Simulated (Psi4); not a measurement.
# M06-2X/def2-SVP (core potential, sweep point 3) run of InH3Cl− ([InClH3]-)

What is the vertical singlet–triplet gap of InH3Cl− ([InClH3]-) at M06-2X/def2-SVP (core potential, sweep point 3)? 

The results are computed with Psi4 1.11.

4 further runs of the same task are left out: 4 set aside as unsound or not needed.

## (1) The structure to begin with

InH3Cl−: 5 atoms, total charge -1, spin state singlet. SMILES: `[H][In-]([H])([H])[Cl]`. The shape comes from GFN2-xTB, which is rough for such elements, and wasn't checked as a minimum.

Bond lengths: In1–Cl2 2.339 Å, In1–H3 1.697 Å, In1–H4 1.696 Å, In1–H5 1.697 Å. Angles: Cl2–In1–H3 106.6°, Cl2–In1–H4 106.7°, Cl2–In1–H5 106.7°, H3–In1–H4 111.9°, H3–In1–H5 112.2°, H4–In1–H5 112.2°.

## (2) The energy at M06-2X/def2-SVP (core potential, sweep point 3)

job.py reads:

```python
import psi4

psi4.set_memory(1600000000)
psi4.set_num_threads(1)
psi4.core.set_output_file('clh3in.out', False)

m = psi4.geometry("""
-1 1
In    -0.00406291     0.00117163    -0.33202488
Cl     0.02418849    -0.03845593     4.08868703
H      3.06284921     0.02528454    -1.26787395
H     -1.54596605     2.66638466    -1.22064969
H     -1.53700874    -2.65438490    -1.26811961
units au
symmetry c1
""")

options = {'basis': 'def2-SVP', 'puream': True, 'scf_type': 'pk', 'dft_radial_points': 35, 'dft_spherical_points': 110}
psi4.set_options(options)

E, wfn = psi4.energy('M06-2X', molecule=m, return_wfn=True)
print(f'total energy {E:.8f} hartree = {E * 27.211386:.5f} eV')
for k, v in sorted(psi4.core.scalar_variables().items()):
    print(f'{k:45s} {v:18.10f}')
```

Run with:

```bash
$ python job.py
```

clh3in.out:

```text
[...]
    !!!  WARNING: ECP capability is in beta. Please check occupations closely.  !!!
[...]
  Running in c1 symmetry.
[...]
  Nuclear repulsion =  109.245162326326792
[...]
  Multiplicity = 1
[...]
  Nalpha       = 21
  Nbeta        = 21
[...]
    Number of basis functions: 59
[...]
   @RKS iter   1:  -651.88978369670133   -1.12876e+00   6.11663e-03 DIIS/ADIIS
[...]
   @RKS iter   7:  -651.97121757600746   -2.19655e-08   5.27582e-07 DIIS
[...]
    Orbital Energies [Eh]
    ---------------------
    Doubly Occupied:
       1A   -102.411449     2A     -9.576436     3A     -7.288904
       4A     -7.285798     5A     -7.285797     6A     -4.655179
       7A     -3.037127     8A     -3.033371     9A     -3.033357
      10A     -0.697184    11A     -0.663847    12A     -0.663704
      13A     -0.655524    14A     -0.655454    15A     -0.633499
      16A     -0.294888    17A     -0.176375    18A     -0.176277
      19A     -0.175903    20A     -0.122791    21A     -0.122394
[...]
  @RKS Final Energy:  -651.97121757600746
   => Energetics <=
    Nuclear Repulsion Energy =            109.2451623263267919
    One-Electron Energy =               -1199.0997313092977947
    Two-Electron Energy =                 460.0674869136398684
    DFT Exchange-Correlation Energy =     -22.1841355066763519
    Empirical Dispersion Energy =           0.0000000000000000
    VV10 Nonlocal Energy =                  0.0000000000000000
    Total Energy =                       -651.9712175760074615
[...]
 Multipole Moments:
 ------------------------------------------------------------------------------------
     Multipole            Electronic (a.u.)      Nuclear  (a.u.)        Total (a.u.)
 ------------------------------------------------------------------------------------
 L = 1.  Multiply by 2.5417464519 to convert [e a0] to [Debye]
 Dipole X            :         -0.2133409            0.2095657           -0.0037752
 Dipole Y            :          0.2744856           -0.2774339           -0.0029482
 Dipole Z            :        -32.0125186           31.6841329           -0.3283857
 Magnitude           :                                                    0.3284206
[...]
```

On the terminal:

```text
total energy -651.97121758 hartree = -17741.04046 eV
CURRENT ENERGY                                   -651.9712175760
CURRENT REFERENCE ENERGY                         -651.9712175760
DD SOLVATION ENERGY                                 0.0000000000
DFT FUNCTIONAL TOTAL ENERGY                      -651.9712175760
DFT TOTAL ENERGY                                 -651.9712175760
DFT VV10 ENERGY                                     0.0000000000
DFT XC ENERGY                                     -22.1841355067
GRID ELECTRONS ALPHA                               20.9997835631
GRID ELECTRONS BETA                                20.9997835631
GRID ELECTRONS TOTAL                               41.9995671261
NUCLEAR REPULSION ENERGY                          109.2451623263
ONE-ELECTRON ENERGY                             -1199.0997313093
PCM POLARIZATION ENERGY                             0.0000000000
PE ENERGY                                           0.0000000000
SCF ITERATION ENERGY                             -651.9712175760
SCF ITERATIONS                                      7.0000000000
SCF TOTAL ENERGY                                 -651.9712175760
TWO-ELECTRON ENERGY                               460.0674869136
XC GRID RADIAL POINTS                              35.0000000000
XC GRID SPHERICAL POINTS                          110.0000000000
XC GRID TOTAL POINTS                            18733.0000000000
```

Wall time 3.3 s (1 thread of Intel Xeon Platinum 8488C (Sapphire Rapids), shared host); peak memory 0.29 GiB.

## (3) The triplet at the same level

job.py reads:

```python
import psi4

psi4.set_memory('1600 MB')
psi4.set_num_threads(1)
psi4.core.set_output_file('output.dat', False)

m = psi4.geometry("""
-1 3
In    -0.00406291     0.00117163    -0.33202488
Cl     0.02418849    -0.03845593     4.08868703
H      3.06284921     0.02528454    -1.26787395
H     -1.54596605     2.66638466    -1.22064969
H     -1.53700874    -2.65438490    -1.26811961
units bohr
symmetry c1
""")

options = {'basis': 'def2-SVP', 'reference': 'uks', 'puream': True, 'scf_type': 'pk', 'dft_radial_points': 35, 'dft_spherical_points': 110, 'maxiter': 150}
psi4.set_options(options)

energy_value, wavefunction = psi4.energy("M06-2X", molecule=m, return_wfn=True)
print(f'total energy {energy_value:.8f} hartree = {energy_value * 27.211386:.5f} eV')
```

Run with:

```bash
$ python job.py
```

output.dat:

```text
[...]
    !!!  WARNING: ECP capability is in beta. Please check occupations closely.  !!!
[...]
  Running in c1 symmetry.
[...]
  Nuclear repulsion =  109.245162326326792
[...]
  Multiplicity = 3
[...]
  Nalpha       = 22
  Nbeta        = 20
[...]
    Number of basis functions: 59
[...]
   @UKS iter   1:  -651.63826885006279   -8.77245e-01   6.46049e-03 DIIS/ADIIS
[...]
   @UKS iter  24:  -651.74181330172235   -1.84103e-08   7.36483e-07 DIIS
[...]
   @S^2 Observed:                2.011474790E+00
[...]
    Orbital Energies [Eh]
    ---------------------
    Alpha Occupied:
       1A   -102.448614     2A     -9.613193     3A     -7.326338
       4A     -7.324362     5A     -7.321178     6A     -4.697808
       7A     -3.082077     8A     -3.075170     9A     -3.073938
      10A     -0.734607    11A     -0.712758    12A     -0.705632
      13A     -0.698261    14A     -0.694970    15A     -0.672260
      16A     -0.358974    17A     -0.245306    18A     -0.213134
      19A     -0.205881    20A     -0.189530    21A     -0.159337
      22A      0.094925
    Alpha Virtual:
      23A      0.224344    24A      0.230174    25A      0.270560
[...]
  @UKS Final Energy:  -651.74181330172235
   => Energetics <=
    Nuclear Repulsion Energy =            109.2451623263267919
    One-Electron Energy =               -1197.3884988943841563
    Two-Electron Energy =                 458.5213411457713732
    DFT Exchange-Correlation Energy =     -22.1198178794364431
    Empirical Dispersion Energy =           0.0000000000000000
    VV10 Nonlocal Energy =                  0.0000000000000000
    Total Energy =                       -651.7418133017223454
[...]
 Multipole Moments:
 ------------------------------------------------------------------------------------
     Multipole            Electronic (a.u.)      Nuclear  (a.u.)        Total (a.u.)
 ------------------------------------------------------------------------------------
 L = 1.  Multiply by 2.5417464519 to convert [e a0] to [Debye]
 Dipole X            :          0.3376720            0.2095657            0.5472377
 Dipole Y            :          0.2497354           -0.2774339           -0.0276984
 Dipole Z            :        -31.2116570           31.6841329            0.4724759
 Magnitude           :                                                    0.7235121
[...]
```

Standard output:

```text
total energy -651.74181330 hartree = -17734.79805 eV
```

Wall time 5.4 s (1 thread of Intel Xeon Platinum 8488C (Sapphire Rapids), shared host); peak memory 0.29 GiB.

## (4) Outcome

Level: M06-2X/def2-SVP (core potential, sweep point 3).

| quantity | value |
| --- | --- |
| singlet: total energy | -651.97122 Eh |
| singlet: HOMO energy | -3.33 eV |
| singlet: LUMO energy | 5.66 eV |
| singlet: HOMO–LUMO gap (to an unbound level, set by the basis) | 8.99 eV |
| triplet: total energy | -651.74181 Eh |
| triplet: HOMO energy (highest over α and β) | 2.58 eV |
| triplet: ⟨S²⟩ | 2.011 |
| vertical energy of the triplet above the singlet | 6.242 eV |

In words: At this shape the triplet lies 6.24 eV (144 kcal/mol) above the singlet. For an anion a state so high probably lies above electron detachment. The HOMO (triplet) lies at positive energy, 2.58 eV; only total energies tell whether the electron is bound.
